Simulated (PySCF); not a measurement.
# C3H12GeNOPSi, a solvent cluster: electronic excitations

What electronic excitations should one expect for `C[O][GeH2][SiH2]P` with `CC#N`?

Programs: PySCF 2.14.0. All values are calculated, for the isolated system unless a continuum is named. Atoms count from 0, parts from 1.

### 1 The system as given

20 atoms, charge 0, multiplicity 1; geometry: GFN2-xTB, MD frame. Parts: 1 = atoms 0–13, `C[O][GeH2][SiH2]P`, charge 0; 2 = atoms 14–19, `CC#N`, charge 0.

### 2 TDDFT and polarisability: 500 fs

Job settings and geometry (Å):

```
{"job": {"kind": "uv", "xc": "CAM-B3LYP", "basis": "def2-SVP", "nstates": 4, "ntriplets": 0}, "charge": 0, "multiplicity": 1, "parts": [{"atoms": "0-13", "charge": 0, "multiplicity": 1}, {"atoms": "14-19", "charge": 0, "multiplicity": 1}]}
C     -2.695302    -0.632755    -0.811268
O     -1.584265    -0.340749     0.008479
Ge    -1.258881     1.296293     0.595781
Si     0.425693     1.013873     2.179198
P      2.039945     2.600742     2.188980
H     -2.898547    -1.696334    -0.817130
H     -2.549009    -0.258319    -1.839056
H     -3.656946    -0.124006    -0.476407
H     -1.128731     2.126535    -0.698765
H     -2.743461     1.696586     1.168161
H     -0.276233     1.142345     3.505500
H      0.888901    -0.400215     2.278014
H      2.223934     2.492520     0.842750
H      2.999432     1.658032     2.476852
C      1.628301    -1.401548    -2.091375
C      1.247653    -0.170173    -1.489850
N      0.955322     0.837712    -1.037083
H      2.337564    -1.200083    -2.887599
H      2.063760    -2.057442    -1.304175
H      0.755056    -1.872770    -2.520374
```

With the program's defaults for keys left out, this is: TDDFT CAM-B3LYP/def2-SVP, vertical, gas phase, core orbitals frozen in the response.

Started as:

```
$ OMP_NUM_THREADS=1 python cluster_run.py task.json out
```

One launch serves the whole session: the jobs run in the order shown.

**Question.** The jobs that follow are: TDDFT CAM-B3LYP/def2-SVP, vertical, gas phase, core orbitals frozen in the response; TDDFT CAM-B3LYP/def2-SVP, vertical, gas phase, core orbitals frozen in the response; TDDFT CAM-B3LYP/def2-SVP, vertical, gas phase, core orbitals frozen in the response; TDDFT CAM-B3LYP/def2-SVP, vertical, gas phase, core orbitals frozen in the response; TDDFT CAM-B3LYP/def2-SVP, vertical, gas phase, core orbitals frozen in the response. Predict: lowest singlet (CAM-B3LYP/def2-SVP, 500 fs); brightest single state of those computed.

As calculated:

```
                                   quantity                        value
lowest singlet (CAM-B3LYP/def2-SVP, 500 fs)  6.10 eV (203 nm), f = 0.004
   brightest single state of those computed  state 3, 6.93 eV, f = 0.070
                range of the lowest singlet              5.99 to 6.38 eV
```

In words: In the first frame run (500 fs): The lowest singlet, at 6.10 eV, is HOMO→LUMO 0.87 and is weak; of the 4 states computed, the strongest absorption comes from state 3 at 6.93 eV (the last state computed is bright too, and its partners may lie past the list). The basis of CAM-B3LYP/def2-SVP has no diffuse functions, so Rydberg states are missing and the high states are unreliable. The lowest singlet runs from 5.99 eV (1100 fs) to 6.38 eV (800 fs), while the orbital gap spans 9.11 to 9.47 eV. The lowest state need not be the same one in every run. Spin-orbit coupling is left out, which matters for shieldings and couplings at and beside the heavy atoms.
